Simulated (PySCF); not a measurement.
# C3H6BFO2: electronic excitations and core binding energies

Aim: predict the electronic excitations and core binding energies of C3H6BFO2 (`C/C=C(/F)B(O)O`).

Programs: PySCF 2.14.0, with density-fitted response routines of our own. Each step states its level of theory. These are calculated values for one molecule in the gas phase, unless marked as measured. Atoms are numbered from 0 throughout.

### 1 The starting structure

13 atoms, charge 0, multiplicity 1; geometry from: GFN2-xTB.

Bonds of the start (Å): C0–C1 1.49, C1–C2 1.33, C2–F3 1.38, C2–B4 1.58, B4–O5 1.35, B4–O6 1.36, C0–H7 1.09, C0–H8 1.08, C0–H9 1.09, C1–H10 1.08, O5–H11 0.96, O6–H12 0.96.

### 2 Excited states and response: PBE0/def2-SVPD

The job: settings as JSON, then the geometry in Å.

```
{"job": {"kind": "uv", "xc": "PBE0", "basis": "def2-SVPD", "nstates": 8, "ntriplets": 3}, "charge": 0, "multiplicity": 1}
C     -1.834948    -0.540177    -0.155233
C     -1.120717     0.705907     0.223217
C      0.201101     0.840666     0.258492
F      0.669561     2.087290     0.635765
B      1.383947    -0.157931    -0.056490
O      1.128885    -1.427205    -0.437530
O      2.672095     0.251591     0.049810
H     -2.478749    -0.859658     0.663473
H     -1.129786    -1.329345    -0.390925
H     -2.471512    -0.351480    -1.019011
H     -1.737012     1.557803     0.486062
H      1.923756    -1.937967    -0.601935
H      2.788992     1.160993     0.326576
```

With the program's defaults for keys left out, this is: TDDFT PBE0/def2-SVPD, vertical, gas phase, core orbitals frozen in the response.

Command:

```console
$ OMP_NUM_THREADS=1 python probes_run.py task.json out
```

The driver reads the jobs from task.json and runs them one after another.

Log:

```text
coarse grid: 11328 points
cycle   1  E = -392.2711942544  dE =  8.805e-01  |g| = 8.679e-01  |ddm| = 5.472e+00
cycle   2  E = -392.1280242130  dE =  1.432e-01  |g| = 1.242e+00  |ddm| = 1.913e+00
cycle   3  E = -392.4105160382  dE = -2.825e-01  |g| = 8.635e-02  |ddm| = 1.045e+00
cycle   4  E = -392.4120461677  dE = -1.530e-03  |g| = 3.434e-02  |ddm| = 1.751e-01
cycle   5  E = -392.4123117126  dE = -2.655e-04  |g| = 1.202e-02  |ddm| = 6.097e-02
cycle   6  E = -392.4123426688  dE = -3.096e-05  |g| = 4.072e-03  |ddm| = 2.369e-02
cycle   7  E = -392.4123468622  dE = -4.193e-06  |g| = 6.904e-04  |ddm| = 7.022e-03
final grid: 111088 points
cycle   8  E = -392.4776154400  dE = -4.098e-05  |g| = 9.314e-03  |ddm| = 1.139e-01
cycle   9  E = -392.4775967553  dE =  1.868e-05  |g| = 1.370e-02  |ddm| = 2.782e-02
cycle  10  E = -392.4776341027  dE = -3.735e-05  |g| = 1.184e-03  |ddm| = 1.501e-02
cycle  11  E = -392.4776343885  dE = -2.858e-07  |g| = 2.711e-04  |ddm| = 1.775e-03
cycle  12  E = -392.4776343995  dE = -1.102e-08  |g| = 1.465e-04  |ddm| = 5.079e-04
cycle  13  E = -392.4776344044  dE = -4.964e-09  |g| = 2.176e-05  |ddm| = 2.380e-04
cycle  14  E = -392.4776344045  dE = -1.058e-10  |g| = 1.017e-05  |ddm| = 4.716e-05
converged SCF energy = -392.4776344045

Static polarisability (au): isotropic 60.086, principal 42.393 58.849 79.016

Singlet excitations
state   eV       nm        f      main configurations
  1   6.1932    200.2   0.34010   H->L 0.97
  2   6.5153    190.3   0.00148   H->L+1 0.96
  3   7.0777    175.2   0.00175   H->L+2 0.86, H->L+3 0.08
  4   7.1631    173.1   0.00001   H-1->L 0.96
  5   7.4133    167.2   0.00382   H->L+3 0.85
  6   7.9352    156.2   0.05845   H-2->L 0.97
  7   8.2111    151.0   0.00065   H->L+4 0.74, H-3->L 0.10, H->L+5 0.08
  8   8.2650    150.0   0.00130   H-3->L 0.61, H-4->L 0.21, H->L+4 0.15

Triplet excitations (Tamm-Dancoff, eV): 3.7815 6.4535 6.5579
```

It took 51 s on 1 thread of Arm Neoverse N1, shared host; peak memory 0.81 GiB.

The orbitals next to the gap, with their largest atomic shares:

```tsv
orbital	eV	atoms
HOMO−3	-10.52	O5 22 %, C0 20 %, O6 18 %
HOMO−2	-9.64	O6 45 %, O5 42 %, B4 8 %
HOMO−1	-9.51	C2 19 %, B4 13 %, O6 13 %
HOMO	-7.34	C1 31 %, C2 31 %, F3 15 %
LUMO	-0.67	C1 28 %, C2 24 %, B4 17 %
LUMO+1	0.15	B4 47 %, O5 15 %, O6 12 %
LUMO+2	0.89	O6 24 %, O5 16 %, F3 12 %
```

With each of the 8 states as a Gaussian band of 0.4 eV half-width at 1/e, the curve within the window shown has maxima at 200 nm (ε 14,000), 157 nm (ε 2,400) L/(mol cm). Beyond the last state computed it falls off for lack of states. The curve at chosen wavelengths:

```tsv
nm	ε (L/mol/cm)
145	240
148	715
151	1486
154	2210
157	2430
160	2052
163	1398
166	827
169	473
172	303
175	275
178	439
181	967
185	2668
188	4887
191	7728
194	10628
197	12846
200	13789
203	13275
206	11571
209	9208
212	6742
215	4575
218	2896
221	1721
```

Further results of this job:

```tsv
property	computed
dipole moment (D)	0.82
polarisability (Å³)	8.90
HOMO–LUMO gap (eV)	6.67
−ε(HOMO) (eV)	7.34
```

### 3 X-ray photoelectron lines: SCAN, X2C

The job, as its differences from that of step 2:

```diff
@@ -1,2 +1,2 @@
-{"job": {"kind": "uv", "xc": "PBE0", "basis": "def2-SVPD", "nstates": 8, "ntriplets": 3}, "charge": 0, "multiplicity": 1}
+{"job": {"kind": "xps"}, "charge": 0, "multiplicity": 1}
 C     -1.834948    -0.540177    -0.155233
```

Method: delta-SCF UKS SCAN, pcX-2 on the ionised atom, pcseg-1 elsewhere, spin-free X2C.

Log:

```text
ground state, core basis on atom 0 (C), 159 functions
  cycle   1  E = -393.03616542  |g| = 9.23e-01
  cycle   2  E = -392.79522486  |g| = 1.46e+00
  cycle   3  E = -393.19059884  |g| = 1.54e-01
  cycle   4  E = -393.19593083  |g| = 5.23e-02
  cycle   5  E = -393.19638111  |g| = 3.18e-02
  cycle   6  E = -393.19664727  |g| = 7.55e-03
  cycle   7  E = -393.19666155  |g| = 3.08e-03
  cycle   8  E = -393.19666216  |g| = 1.02e-03
  cycle   9  E = -393.19666186  |g| = 2.54e-04
  E(ground) = -393.20729630 Eh
hole in C 1s of atom 0
  cycle   1  E = -381.95819526  |g| = 1.50e+00
  cycle   2  E = -381.38712767  |g| = 1.73e+00
  cycle   3  E = -382.41836736  |g| = 4.56e-01
  cycle   4  E = -382.44029115  |g| = 3.92e-01
  cycle   5  E = -382.51167706  |g| = 5.51e-02
  cycle   6  E = -382.51266890  |g| = 2.42e-02
  cycle   7  E = -382.51288577  |g| = 1.03e-02
  cycle   8  E = -382.51293101  |g| = 5.03e-03
  cycle   9  E = -382.51294513  |g| = 1.67e-03
  cycle  10  E = -382.51294953  |g| = 1.51e-03
  cycle  11  E = -382.51295333  |g| = 6.97e-04
  cycle  12  E = -382.51295548  |g| = 4.51e-04
  E(ion) = -382.52286675 Eh   <S^2> = 0.7677   hole on atom = 1.000   binding energy = 290.738 eV
ground state, core basis on atom 1 (C), 159 functions
  cycle   1  E = -393.19933559  |g| = 5.99e-02
  cycle   2  E = -393.19909177  |g| = 3.90e-02
  cycle   3  E = -393.19906250  |g| = 3.94e-02
  cycle   4  E = -393.19945111  |g| = 1.01e-02
  cycle   5  E = -393.19947607  |g| = 1.01e-03
  cycle   6  E = -393.19947762  |g| = 2.92e-04
  E(ground) = -393.21031729 Eh
hole in C 1s of atom 1
  cycle   1  E = -381.94695208  |g| = 1.51e+00
  cycle   2  E = -380.97593120  |g| = 2.01e+00
  cycle   3  E = -382.38457280  |g| = 5.91e-01
  cycle   4  E = -382.46271000  |g| = 4.16e-01
  cycle   5  E = -382.52024726  |g| = 1.06e-01
  cycle   6  E = -382.52401640  |g| = 4.32e-02
  cycle   7  E = -382.52491534  |g| = 1.28e-02
  cycle   8  E = -382.52501380  |g| = 9.29e-03
  cycle   9  E = -382.52507474  |g| = 4.40e-03
  cycle  10  E = -382.52510640  |g| = 2.78e-03
  cycle  11  E = -382.52511870  |g| = 1.48e-03
  cycle  12  E = -382.52511950  |g| = 7.74e-04
  cycle  13  E = -382.52512002  |g| = 2.31e-04
  E(ion) = -382.53528054 Eh   <S^2> = 0.8072   hole on atom = 1.000   binding energy = 290.483 eV
ground state, core basis on atom 2 (C), 159 functions
  cycle   1  E = -393.20201360  |g| = 6.01e-02
  cycle   2  E = -393.20167840  |g| = 4.27e-02
  cycle   3  E = -393.20160048  |g| = 4.57e-02
  cycle   4  E = -393.20213680  |g| = 5.37e-03
  cycle   5  E = -393.20214566  |g| = 9.22e-04
  cycle   6  E = -393.20214416  |g| = 3.25e-04
  E(ground) = -393.21284189 Eh
hole in C 1s of atom 2
  cycle   1  E = -381.90125034  |g| = 1.51e+00
  cycle   2  E = -378.25770199  |g| = 2.81e+00
  cycle   3  E = -381.94702078  |g| = 1.15e+00
  cycle   4  E = -382.37749489  |g| = 4.97e-01
  cycle   5  E = -382.45203055  |g| = 2.33e-01
  cycle   6  E = -382.46695520  |g| = 1.10e-01
  cycle   7  E = -382.47176382  |g| = 2.25e-02
  cycle   8  E = -382.47199917  |g| = 1.21e-02
  cycle   9  E = -382.47207400  |g| = 5.40e-03
  cycle  10  E = -382.47209542  |g| = 3.16e-03
  cycle  11  E = -382.47210593  |g| = 1.51e-03
  cycle  12  E = -382.47211030  |g| = 7.90e-04
  cycle  13  E = -382.47211082  |g| = 2.98e-04
  E(ion) = -382.48303463 Eh   <S^2> = 0.7973   hole on atom = 1.000   binding energy = 291.973 eV
ground state, core basis on atom 3 (F), 159 functions
  cycle   1  E = -393.24259106  |g| = 1.18e-01
  cycle   2  E = -393.24161236  |g| = 7.92e-02
  cycle   3  E = -393.24122215  |g| = 8.67e-02
  cycle   4  E = -393.24281445  |g| = 9.79e-03
  cycle   5  E = -393.24283547  |g| = 8.86e-04
  cycle   6  E = -393.24283705  |g| = 3.06e-04
  E(ground) = -393.25498317 Eh
hole in F 1s of atom 3
  cycle   1  E = -366.89301344  |g| = 2.58e+00
  cycle   2  E = -366.59260098  |g| = 2.26e+00
  cycle   3  E = -367.56308695  |g| = 6.65e-01
  cycle   4  E = -367.62612876  |g| = 5.57e-01
  cycle   5  E = -367.79380637  |g| = 4.34e-02
  cycle   6  E = -367.79428846  |g| = 2.88e-02
  cycle   7  E = -367.79466774  |g| = 8.28e-03
  cycle   8  E = -367.79468675  |g| = 5.45e-03
  cycle   9  E = -367.79469745  |g| = 9.12e-04
  cycle  10  E = -367.79469819  |g| = 4.37e-04
  E(ion) = -367.81295290 Eh   <S^2> = 0.7573   hole on atom = 1.000   binding energy = 692.313 eV
ground state, core basis on atom 4 (B), 159 functions
  cycle   1  E = -393.19559467  |g| = 8.14e-02
  cycle   2  E = -393.19420070  |g| = 1.15e-01
  cycle   3  E = -393.19633869  |g| = 2.01e-02
  cycle   4  E = -393.19638646  |g| = 1.04e-02
  cycle   5  E = -393.19640910  |g| = 3.90e-03
  cycle   6  E = -393.19641493  |g| = 4.49e-04
  E(ground) = -393.20721090 Eh
hole in B 1s of atom 4
  cycle   1  E = -385.54951770  |g| = 1.18e+00
  cycle   2  E = -384.22673832  |g| = 1.84e+00
  cycle   3  E = -385.79382655  |g| = 5.25e-01
  cycle   4  E = -385.90482074  |g| = 2.93e-01
  cycle   5  E = -385.93592785  |g| = 1.17e-01
  cycle   6  E = -385.94118158  |g| = 5.22e-02
  cycle   7  E = -385.94242667  |g| = 1.92e-02
  cycle   8  E = -385.94258770  |g| = 7.13e-03
  cycle   9  E = -385.94261789  |g| = 4.16e-03
  cycle  10  E = -385.94262813  |g| = 2.70e-03
  cycle  11  E = -385.94263424  |g| = 1.17e-03
  cycle  12  E = -385.94263475  |g| = 5.49e-04
  cycle  13  E = -385.94263613  |g| = 2.13e-04
  E(ion) = -385.95412555 Eh   <S^2> = 0.7896   hole on atom = 1.000   binding energy = 197.367 eV
ground state, core basis on atom 5 (O), 159 functions
  cycle   1  E = -393.22624324  |g| = 1.00e-01
  cycle   2  E = -393.22544607  |g| = 8.10e-02
  cycle   3  E = -393.22600416  |g| = 5.70e-02
  cycle   4  E = -393.22654812  |g| = 6.71e-03
  cycle   5  E = -393.22655895  |g| = 1.12e-03
  cycle   6  E = -393.22655994  |g| = 4.37e-04
  E(ground) = -393.23442752 Eh
hole in O 1s of atom 5
  cycle   1  E = -372.60527613  |g| = 2.22e+00
  cycle   2  E = -370.53299648  |g| = 2.54e+00
  cycle   3  E = -373.07569820  |g| = 8.63e-01
  cycle   4  E = -373.37076788  |g| = 3.17e-01
  cycle   5  E = -373.39179889  |g| = 1.97e-01
  cycle   6  E = -373.40264119  |g| = 9.32e-02
  cycle   7  E = -373.40727561  |g| = 2.56e-02
  cycle   8  E = -373.40758991  |g| = 9.32e-03
  cycle   9  E = -373.40763271  |g| = 2.48e-03
  cycle  10  E = -373.40763521  |g| = 1.20e-03
  cycle  11  E = -373.40763574  |g| = 5.58e-04
  cycle  12  E = -373.40763627  |g| = 2.29e-04
  E(ion) = -373.41733812 Eh   <S^2> = 0.7611   hole on atom = 1.000   binding energy = 539.250 eV
```

Wall time 2 min (1 thread of Arm Neoverse N1, shared host); peak memory 0.6 GiB.

The holes in one table. −ε is the ground-state orbital energy:

```tsv
hole	stands for	environment	ΔSCF (eV)	−ε (eV)	⟨S²⟩
C1s on C0	C0	allylic methyl carbon	290.74	273.5	0.768
C1s on C1	C1	alkene CH	290.48	273.8	0.807
C1s on C2	C2	fully substituted alkene carbon	291.97	275.2	0.797
F1s on F3	F3	vinylic fluorine	692.31	666.6	0.757
B1s on B4	B4	boron bonded to C, 2 O	197.37	181.2	0.790
O1s on O5	O5, O6	oxygen bonded to B, H	539.25	517.1	0.761
```

Each hole run stands for the others of its class of like atoms.

### 4 Summary of results

| quantity | value |
| --- | --- |
| lowest singlet (PBE0/def2-SVPD) | 6.19 eV (200 nm), f = 0.340 |
| lowest triplet | 3.78 eV |
| C1s binding energies, SCAN/pcX-2 | C2 291.97, C0 290.74, C1 290.48 eV |
| F1s binding energies, SCAN/pcX-2 | F3 692.31 eV |
| B1s binding energies, SCAN/pcX-2 | B4 197.37 eV |
| O1s binding energies, SCAN/pcX-2 | O5 539.25 eV |

In words: The lowest singlet, at 6.19 eV, is HOMO→LUMO 0.97 and is bright. The lowest triplet lies 2.41 eV below the lowest singlet (triplets in Tamm-Dancoff, singlets in full TDDFT). C2 (fully substituted alkene carbon) binds its C1s electron 1.49 eV more tightly than C1 (alkene CH).
